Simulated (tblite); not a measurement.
# H12OSi6: the cost of one run

The runs use tblite 0.8.0 and PySCF 2.14.0, with density-fitted response routines of our own; the level of theory stands in each step. All values are computed, except where a source is named. Atoms are numbered from 0 throughout.

## Step 1: The starting structure

19 atoms, charge 0, multiplicity 1; geometry from: force field or distance geometry start.

Bonds of the start (Å): Si0–O1 1.64, O1–Si2 1.66, Si2–Si3 2.30, Si3–Si4 2.31, Si4–Si5 2.31, Si5–Si6 2.31, Si6–Si2 2.32, Si0–H7 1.49, Si0–H8 1.48, Si0–H9 1.49, Si2–H10 1.49, Si3–H11 1.50, Si3–H12 1.51, Si4–H13 1.50, Si4–H14 1.48, Si5–H15 1.48, Si5–H16 1.50, Si6–H17 1.49, Si6–H18 1.48.

## Step 2: Geometry optimisation with GFN2-xTB

The job: settings as JSON, then the geometry in Å.

```
{"job": {"kind": "relax", "xc": "GFN2-xTB", "basis": "xTB"}, "charge": 0, "multiplicity": 1}
Si    -3.756900     0.276700     0.044300
O     -2.279100    -0.410400     0.230900
Si    -0.753100    -0.402900    -0.431500
Si     0.672600    -1.851500     0.651900
Si     2.706900    -1.161900    -0.192200
Si     2.556500     1.146100    -0.124200
Si     0.305300     1.647800    -0.169400
H     -3.620700     1.757900     0.133900
H     -4.306600    -0.092200    -1.281600
H     -4.678400    -0.199600     1.118400
H     -0.843300    -0.753400    -1.878600
H      0.384400    -3.290300     0.348200
H      0.628000    -1.624700     2.140900
H      2.827100    -1.605700    -1.618400
H      3.858400    -1.670000     0.588500
H      3.269500     1.757700    -1.267100
H      3.162900     1.658300     1.145700
H     -0.103000     2.250000     1.130100
H     -0.040500     2.577400    -1.271300
```

Command:

```sh
> OMP_NUM_THREADS=1 python probes_run.py task.json out
```

One launch serves the whole session: the jobs run in the order shown.

**Question.** How long does this first job take on 1 thread of Arm Neoverse V1, shared host, and how much memory does it need?

About 3.3 s, with a peak of 0.18 GiB.
